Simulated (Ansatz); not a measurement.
## Hf2Pd2Se2Br2O3 in Ansatz: the effect of Hubbard term

Hf2Pd2Se2Br2O3:

```xyz
11
Lattice="7.5867 -1.7097 -1.1758 7.5867 1.7097 -1.1758 -2.0245 0.0000 13.0516" Properties=species:S:1:pos:R:3 pbc="T T T"
Hf   14.2165    0.0000   -1.4206
Hf    8.6262    0.0000    2.2691
Pd    1.6873    0.0000    6.2302
Pd    3.3945    0.0000    8.9390
Se   12.2827    0.0000    8.8683
Se   10.7952    0.0000    5.8168
Br    8.8069    0.0000   -0.7891
Br    3.1532    0.0000    3.1608
O     8.2058    0.0000    4.0943
O     5.7021    0.0000    0.0464
O     0.0207    0.0000    2.8206
```

The cell was built by a generator and needn't be a form met in nature.

Alike in all runs:

| Quantity | Value |
| --- | --- |
| Program | Ansatz 0.2.0 |
| Task | projected density of states |
| Functional | PBE |
| Potentials or basis | Ansatz PAW |
| Cutoff | 420 eV (not typed: the program's choice for these potentials) |
| k mesh | 8 × 8 × 2 |
| Occupations | fermi-dirac, width 0.05 eV |
| Spin | no spin polarisation |
| Hubbard projectors | ortho-atomic (the default) |
| Double counting | fll (the default) |

| Hubbard term | gap on the mesh (eV) | pressure (GPa) | largest force (eV/Å) |
| --- | --- | --- | --- |
| Hf d U = 2 eV, Pd d U = 2 eV | 1.06 | 0.6 | 0.18 |
| Hf d U = 4 eV, Pd d U = 4 eV | 1.20 | 1.3 | 0.37 |
| Hf d U = 6 eV, Pd d U = 6 eV | 1.27 | 2.1 | 0.56 |
| Hf d U = 8 eV, Pd d U = 8 eV | ? | ? | ? |

Problem. What does the run with Hubbard term Hf d U = 8 eV, Pd d U = 8 eV give?

Solution. gap on the mesh 1.29 eV; pressure 3.0 GPa; largest force 0.76 eV/Å.

Worked out: A straight line through the other rows of the gap on the mesh, of slope 0.0525 eV per eV, extrapolates to 1.39 eV, against the run's 1.29. A straight line through the other rows of the pressure, of slope 0.375 GPa per eV, extrapolates to 2.8 GPa, against the run's 3.0. A straight line through the other rows of the largest force, of slope 0.095 eV/Å per eV, extrapolates to 0.75 eV/Å, against the run's 0.76.

Caveats: spin-orbit coupling is left out, which moves the levels of the heavy elements.

A k mesh can miss the band edges.
